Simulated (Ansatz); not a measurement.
Runs of Ansatz 0.2.0 on VWC2. The structure is trigonal, space group R-3m (No. 166). The conventional cell has a = 3.034 Å, b = 3.034 Å, c = 14.802 Å, α = 90.00°, β = 90.00°, γ = 120.00°. Around W (site symmetry -3m) lie 6 C at 2.17 Å. V (site symmetry -3m) is surrounded by 6 C at 2.11 Å. C (site symmetry 3m) is surrounded by 3 V at 2.11 Å and 3 W at 2.17 Å. The cell comes from a database or a generator and needn't be the stable form of this composition.

```csv
spin,fixed moment (μB),pressure (GPa),moment (μB),largest force (eV/Å)
"collinear, ferromagnetic start",3.0,2.6,3.00,0.59
"collinear, ferromagnetic start",0.5,(b),0.50,0.11
"collinear, ferromagnetic start",1.5,-6.9,1.50,0.34
"collinear, ferromagnetic start",4.0,12.1,4.00,0.75
"collinear, program default start",0.0,-10.6,0.00,0.11
"collinear, ferromagnetic start",2.0,-4.4,2.00,0.44
"collinear, ferromagnetic start",2.5,-1.1,2.50,0.54
"collinear, ferromagnetic start",1.0,-8.8,1.00,(a)
```

Alike in all rows: task single point; level PBEsol; potentials or basis Ansatz PAW; cell as given; k mesh 9 × 9 × 9; cutoff (eV) 420; smearing fermi-dirac 0.05 eV.

Fill in the values left out.

(a) 0.18; (b) -10.1.

Caveats: the total moment is fixed, so each spin has its own Fermi level; the PAW data sets come from PBE, with cores solved anew for the run's functional, which leaves a small shift of forces and pressure; the thresholds are loose for stress.
